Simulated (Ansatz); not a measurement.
# CH₃Cl₃SSiZn: small, medium and large basis sets

One table from this session's results is given with a row withheld; the runs are named, their logs left out.

The runs use Ansatz 0.2.0, Gaussian basis; one geometry, several basis sets.

Levels to be run: PBE0-D4/def2-SVP; ωB97M-V/def2-SVP; PBE0-D4/def2-QZVPP; ωB97M-V/def2-QZVPP; the functionals' def2-TZVPP values are taken from earlier runs.

## The relaxed structure

An earlier PBE0-D4 in a triple-zeta def2 set relaxation fixed the geometry.

SMILES `[CH3][Zn][S][Si](Cl)(Cl)Cl`, 10 atoms, charge 0, spin multiplicity 1.

Atoms are counted from 1 here; the program's logs count them from 0.

Bond lengths: C1–Zn2 1.932 Å, C1–H8 1.091 Å, C1–H9 1.092 Å, C1–H10 1.092 Å, Zn2–S3 2.218 Å, S3–Si4 2.070 Å, Si4–Cl5 2.034 Å, Si4–Cl6 2.034 Å, Si4–Cl7 2.077 Å. Angles: Zn2–C1–H8 111.0°, Zn2–C1–H9 109.8°, Zn2–C1–H10 109.9°, H8–C1–H9 108.8°, H8–C1–H10 108.7°, H9–C1–H10 108.5°, C1–Zn2–S3 171.2°, Zn2–S3–Si4 93.1°, S3–Si4–Cl5 113.2°, S3–Si4–Cl6 113.2°, S3–Si4–Cl7 109.8°, Cl5–Si4–Cl6 107.3°, Cl5–Si4–Cl7 106.5°, Cl6–Si4–Cl7 106.5°.

Set-up of the first run:

Input file in.yaml:

```yaml
crystal:
  periodic: [false, false, false]
  atoms:
    - {symbol: C, position_ang: [0.243823, -1.877629, 1.634951]}
    - {symbol: Zn, position_ang: [-0.586845, -0.659582, 0.385905]}
    - {symbol: S, position_ang: [-1.826849, 0.564797, -0.985866]}
    - {symbol: Si, position_ang: [-0.232277, 1.763640, -1.536832]}
    - {symbol: Cl, position_ang: [0.189143, 1.670775, -3.524918]}
    - {symbol: Cl, position_ang: [-0.506224, 3.724197, -1.068241]}
    - {symbol: Cl, position_ang: [1.484137, 1.152396, -0.539688]}
    - {symbol: H, position_ang: [-0.484113, -2.584989, 2.035197]}
    - {symbol: H, position_ang: [0.681091, -1.317448, 2.463604]}
    - {symbol: H, position_ang: [1.038093, -2.436157, 1.135887]}
basis:
  gaussian: {orbitals: def2-SVP}
hamiltonian: {xc: pbe0, dispersion: d4}
output: {orbitals: {seedname: orbitals}}
```

Started as:

```bash
ansatz run in.yaml --threads 2 --pin off --events-out ev --progress --plain --max-ram 20480MiB --backend cpu
```

Among the steps run: PBE0-D4 in def2-SVP; ωB97M-V in def2-SVP; PBE0-D4 in def2-QZVPP; ωB97M-V in def2-QZVPP.

One of the session's tables, all rows but one given; the rest of the session is left out.

| functional | basis | HOMO (eV) |
| --- | --- | --- |
| PBE0-D4 | def2-SVP | -7.81 |
| PBE0-D4 | def2-TZVPP | -7.89 |
| PBE0-D4 | def2-QZVPP | -7.91 |
| ωB97M-V | def2-SVP | ? |
| ωB97M-V | def2-TZVPP | -10.04 |
| ωB97M-V | def2-QZVPP | -10.07 |

**Question.** Estimate the row for ωB97M-V, def2-SVP.

The run gave: HOMO (eV): -9.90. In the column «HOMO (eV)» it lies between ωB97M-V, def2-TZVPP (-10.04) and PBE0-D4, def2-QZVPP (-7.91).
